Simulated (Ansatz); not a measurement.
**CH₆BBrOSi: up Jacob's ladder to CCSD(T)**

How much do the methods differ for CH₆BBrOSi? The plan is to run it at one geometry with functionals of several rungs and with coupled cluster. The yardstick is the atomisation energy at the CCSD(T) limit.

Program: Ansatz 0.2.0, Gaussian basis. Level of theory: functionals in def2-TZVPP, the program's frozen cores in correlated methods. These are calculated values, not measurements.

The runs, in order: PBE-D4, r2SCAN-D4, PBE0-D4, B3LYP-D4, ωB97X-V, ωB97M-V, B2PLYP; CCSD(T)/def2-TZVPP; MP2/def2-QZVPP; extrapolation to the limit.

## Step 1: The relaxed structure

The geometry comes from an earlier relaxation with PBE0-D4 in a triple-zeta def2 set; it is a stationary point, not always the lowest conformer.

SMILES `BO[SiH](C)Br`, 11 atoms, charge 0, spin multiplicity 1.

Atoms are counted from 1 here; the program's logs count them from 0.

Bond lengths: B1–O2 1.348 Å, B1–H6 1.199 Å, B1–H7 1.200 Å, O2–Si3 1.644 Å, Si3–C4 1.846 Å, Si3–Br5 2.223 Å, Si3–H8 1.478 Å, C4–H9 1.093 Å, C4–H10 1.092 Å, C4–H11 1.092 Å. Angles: O2–B1–H6 117.4°, O2–B1–H7 120.3°, H6–B1–H7 122.3°, B1–O2–Si3 139.7°, O2–Si3–C4 109.0°, O2–Si3–Br5 110.5°, O2–Si3–H8 107.2°, C4–Si3–Br5 109.6°, C4–Si3–H8 113.4°, Br5–Si3–H8 107.0°, Si3–C4–H9 110.0°, Si3–C4–H10 110.4°, Si3–C4–H11 110.7°, H9–C4–H10 108.7°, H9–C4–H11 108.6°, H10–C4–H11 108.4°.

## Step 2: PBE-D4 (GGA)

The input, in.yaml:

```yaml
crystal:
  periodic: [false, false, false]
  atoms:
    - {symbol: B, position_ang: [-1.103330, 1.636837, 1.152619]}
    - {symbol: O, position_ang: [-0.090009, 0.810589, 0.824720]}
    - {symbol: Si, position_ang: [0.586646, 0.123538, -0.506603]}
    - {symbol: C, position_ang: [0.588751, -1.711160, -0.301462]}
    - {symbol: Br, position_ang: [-0.557738, 0.669790, -2.331868]}
    - {symbol: H, position_ang: [-1.248502, 1.899533, 2.313072]}
    - {symbol: H, position_ang: [-1.822633, 2.079805, 0.300902]}
    - {symbol: H, position_ang: [1.939552, 0.699990, -0.655442]}
    - {symbol: H, position_ang: [1.134058, -1.985451, 0.605221]}
    - {symbol: H, position_ang: [1.070481, -2.188959, -1.157071]}
    - {symbol: H, position_ang: [-0.431874, -2.091414, -0.223488]}
basis:
  gaussian: {orbitals: def2-TZVPP}
hamiltonian: {xc: pbe, dispersion: d4}
output: {forces: true, orbitals: {seedname: orbitals}}
```

Launch:

```sh
$ ansatz run in.yaml --threads 4 --pin off --events-out ev --progress --plain --max-ram 10444MiB
```

Further steps of the session: r2SCAN-D4 (meta-GGA); PBE0-D4 (hybrid); B3LYP-D4 (hybrid); ωB97X-V (range-separated); ωB97M-V (range-separated); B2PLYP (double hybrid); CCSD(T) in def2-TZVPP; MP2 in def2-QZVPP.

**Question.** What will the summary of the whole plan be? Wanted: atomisation energy, CCSD(T)/CBS; farthest; mean size of error, hybrid; mean size of error, range-separated; gap, smallest and largest; T1 diagnostic; triples share of the correlation energy.

As calculated:

| quantity | value |
| --- | --- |
| atomisation energy, CCSD(T)/CBS | 4094.5 kJ/mol |
| functionals within 40.9 kJ/mol (1.0 %) | PBE-D4, r2SCAN-D4, PBE0-D4, B3LYP-D4, ωB97X-V, ωB97M-V |
| farthest | B2PLYP (-47.8 kJ/mol) |
| mean size of error, hybrid | 14.6 kJ/mol |
| mean size of error, range-separated | 4.1 kJ/mol |
| gap, smallest and largest | 5.33 eV (PBE-D4), 12.21 eV (ωB97X-V) |
| T1 diagnostic | 0.0103 |
| triples share of the correlation energy | 3.5 % |

**Reading.** PBE-D4 misses by +23.4 kJ/mol. Double hybrids carry the basis error of their MP2 part in triple zeta, and no dispersion term here, so their miss is partly the set-up's. The reference freezes the cores and leaves out relativity and excitations past (T), and its outer-core shells are covered unevenly, so misses under about 40.9 kJ/mol can't be ranked. All levels share the lack of spin-orbit coupling, which lowers the free heavy atoms and so the true binding. Hartree-Fock recovers 77 % of the binding; the rest is correlation. Orbital gaps span 5.3 to 12.2 eV; exact exchange widens them. Correlated methods include outer-core shells of Br, which these sets cover unevenly.
